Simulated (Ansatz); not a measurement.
Relaxation of a periodic cell of 17 atoms, LiW16 (host W, host structure bcc, interstitial Li), to a largest force component of 0.08 eV/Å in at most 25 steps.

These are results of DFT PBE, scalar-relativistic, plane waves, PAW (Ansatz 0.2.0), not measurements. Settings: accuracy low, cutoff 420 eV, k mesh 3x3x3, fermi-dirac smearing 0.1 eV, no spin polarisation.

```xyz
17
Lattice="6.3200 0.0000 0.0000 0.0000 6.3200 0.0000 0.0000 0.0000 6.3200" Properties=species:S:1:pos:R:3:forces:R:3
W 0.000 0.000 0.000 0.06 -0.09 -0.09
W 3.160 0.000 0.000 -0.04 -0.08 0.05
W 0.000 3.160 0.000 0.05 0.10 -0.11
W 0.000 0.000 3.160 -0.16 -0.23 0.04
W 1.580 1.580 1.580 -10.75 -0.11 -5.57
W 3.160 3.160 0.000 -0.04 0.06 0.07
W 3.160 0.000 3.160 0.92 -7.93 3.85
W 4.740 1.580 1.580 6.29 -0.05 -2.60
W 0.000 3.160 3.160 -0.16 0.22 0.04
W 1.580 4.740 1.580 -0.14 0.01 -0.01
W 1.580 1.580 4.740 0.07 0.00 -0.17
W 3.160 3.160 3.160 0.97 8.30 4.09
W 4.740 4.740 1.580 0.27 0.01 -0.02
W 4.740 1.580 4.740 0.17 0.00 0.04
W 1.580 4.740 4.740 -0.14 0.00 0.17
W 4.740 4.740 4.740 0.04 -0.01 -0.03
Li 3.019 1.592 2.365 2.58 -0.21 0.25
```

**Question.** Where does it end, and by what steps?

**Answer.** The forces met the threshold. The force dipped under the threshold on the way, but the program's further checks kept it going. Limits of this set-up: coarse k mesh, a small cell, in which the defect meets its images, low accuracy level. After 7 steps the energy has fallen by 4.916 eV; Li17 moved furthest, 0.74 Å. The start is strongly strained (largest force component 11 eV/Å).

| step | energy less start (eV) | largest force component (eV/Å) | accepted |
| --- | --- | --- | --- |
| 0 | 0.0000 | 10.746 | yes |
| 1 | -3.5593 | 4.262 | yes |
| 2 | -4.0536 | 1.746 | yes |
| 3 | -4.4908 | 0.454 | yes |
| 4 | -4.6643 | 0.791 | yes |
| 5 | -4.8456 | 0.491 | yes |
| 6 | -4.9162 | 0.048 | yes |
| 7 | -4.9162 | 0.048 | yes |

```xyz
17
Lattice="6.3200 0.0000 0.0000 0.0000 6.3200 0.0000 0.0000 0.0000 6.3200" Properties=species:S:1:pos:R:3
W -0.009 -0.069 -0.024
W 3.152 -0.025 0.020
W -0.009 3.230 -0.024
W -0.008 -0.067 3.273
W 1.216 1.580 1.621
W 3.152 3.187 0.020
W 3.152 -0.029 3.236
W 5.086 1.580 1.623
W -0.008 3.228 3.273
W 1.580 4.740 1.626
W 1.579 1.581 4.784
W 3.152 3.191 3.237
W 4.723 4.740 1.626
W 4.724 1.581 4.784
W 1.582 4.741 4.786
W 4.722 4.741 4.786
Li 3.151 1.582 1.638
```

The run took 29 s on 4 threads of AMD EPYC 9R05 (Zen 5), on a shared host, peak memory 1.4 GiB.
